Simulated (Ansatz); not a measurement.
Crystal: Tl3Cu.

```
CELL_PARAMETERS angstrom
-2.28607 2.28607 4.98630
2.28607 -2.28607 4.98630
2.28607 2.28607 -4.98630
ATOMIC_POSITIONS crystal
Tl 0.50000 0.50000 0.00000
Tl 0.25000 0.75000 0.50000
Tl 0.75000 0.25000 0.50000
Cu 0.00000 0.00000 0.00000
```

The cell comes from a database or a generator and needn't be the stable form of this composition.

- Program: Ansatz 0.2.0
- Task: single point
- Functional: PBE
- Potentials or basis: Ansatz PAW
- Cutoff: 420 eV (not typed: the program's choice for these potentials)
- k mesh: 8 × 8 × 8
- Occupations: fermi-dirac, width 0.05 eV
- Spin: no spin polarisation

On this cell: pressure 0.2 GPa; largest force under 0.003 eV/Å; band gap on the k mesh none (metal or under the smearing width).

The same run follows on a disturbed copy (atoms moved at random, drawn with an rms of 0.05 Å):

```
Tl Cu
1.0
    -2.28607    2.28607    4.98630
     2.28607   -2.28607    4.98630
     2.28607    2.28607   -4.98630
Tl Cu
3 1
Direct
  0.50214 0.49732 0.99244
  0.23797 0.75269 0.49078
  0.74074 0.24580 0.48782
  0.00593 0.99712 0.01161
```

**Question.** What does the disturbed cell give?

**Answer.** The energy (extrapolated to zero smearing) moves by +1.0 meV/atom; pressure 0.2 GPa; largest force 0.133 eV/Å; band gap on the k mesh none (metal or under the smearing width).

Forces in eV/Å, atoms in the order of the input:
```
Tl   0.025 -0.035 -0.126
Tl  -0.083  0.056  0.070
Tl   0.060 -0.033  0.071
Cu  -0.002  0.012 -0.016
```

Stress tensor (GPa, compression positive):
```
 0.35  0.00  0.09
 0.00  0.34  0.06
 0.09  0.06 -0.01
```
